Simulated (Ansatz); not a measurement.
# Cl2F2H2Si2: basis-set convergence

One table from this session's results is given with a row withheld; the runs are named, their logs left out.

The runs use Ansatz 0.2.0, Gaussian basis; one geometry, several basis sets.

The runs, in order: PBE0-D4/def2-SVP; ωB97M-V/def2-SVP; PBE0-D4/def2-QZVPP; ωB97M-V/def2-QZVPP; the functionals' def2-TZVPP values are taken from earlier runs.

## The relaxed structure

All runs share one geometry, relaxed beforehand with PBE0-D4 in a triple-zeta def2 set.

8 atoms, charge 0, spin multiplicity 1.

Atoms are counted from 1 here; the program's logs count them from 0.

Bond lengths: F1–Si2 1.594 Å, Si2–Cl3 2.042 Å, Si2–Si4 2.347 Å, Si2–H7 1.479 Å, Si4–F5 1.594 Å, Si4–Cl6 2.042 Å, Si4–H8 1.479 Å. Angles: F1–Si2–Cl3 108.6°, F1–Si2–Si4 110.4°, F1–Si2–H7 108.2°, Cl3–Si2–Si4 106.3°, Cl3–Si2–H7 108.7°, Si4–Si2–H7 114.6°, Si2–Si4–F5 110.4°, Si2–Si4–Cl6 106.3°, Si2–Si4–H8 114.6°, F5–Si4–Cl6 108.6°, F5–Si4–H8 108.2°, Cl6–Si4–H8 108.7°.

The first run:

The input, in.yaml:

```yaml
crystal:
  periodic: [false, false, false]
  atoms:
    - {symbol: F, position_ang: [-0.169506, 0.136572, -2.338539]}
    - {symbol: Si, position_ang: [0.511415, 0.500375, -0.944283]}
    - {symbol: Cl, position_ang: [0.214632, 2.487074, -0.575014]}
    - {symbol: Si, position_ang: [-0.538212, -0.660270, 0.804231]}
    - {symbol: F, position_ang: [-0.515945, -2.228377, 0.520490]}
    - {symbol: Cl, position_ang: [0.563670, -0.287856, 2.483149]}
    - {symbol: H, position_ang: [1.964600, 0.252838, -1.062689]}
    - {symbol: H, position_ang: [-1.938555, -0.257456, 1.056854]}
basis:
  gaussian: {orbitals: def2-SVP}
hamiltonian: {xc: pbe0, dispersion: d4}
output: {orbitals: {seedname: orbitals}}
```

Started as:

```sh
ansatz run in.yaml --threads 4 --pin off --events-out ev --progress --plain --max-ram 10444MiB
```

Steps of the session up to this table: PBE0-D4 in def2-SVP; ωB97M-V in def2-SVP; PBE0-D4 in def2-QZVPP; ωB97M-V in def2-QZVPP.

One table of the session follows, with a row left open; its other results are not shown here.

It belongs to the step «Functionals by basis». 

| functional | basis | HOMO (eV) |
| --- | --- | --- |
| PBE0-D4 | def2-SVP | ? |
| PBE0-D4 | def2-TZVPP | -8.53 |
| PBE0-D4 | def2-QZVPP | -8.56 |
| ωB97M-V | def2-SVP | -10.44 |
| ωB97M-V | def2-TZVPP | -10.57 |
| ωB97M-V | def2-QZVPP | -10.61 |

Estimate the missing values for PBE0-D4, def2-SVP.

As computed: HOMO (eV): -8.44. In the column «HOMO (eV)» it is the highest.
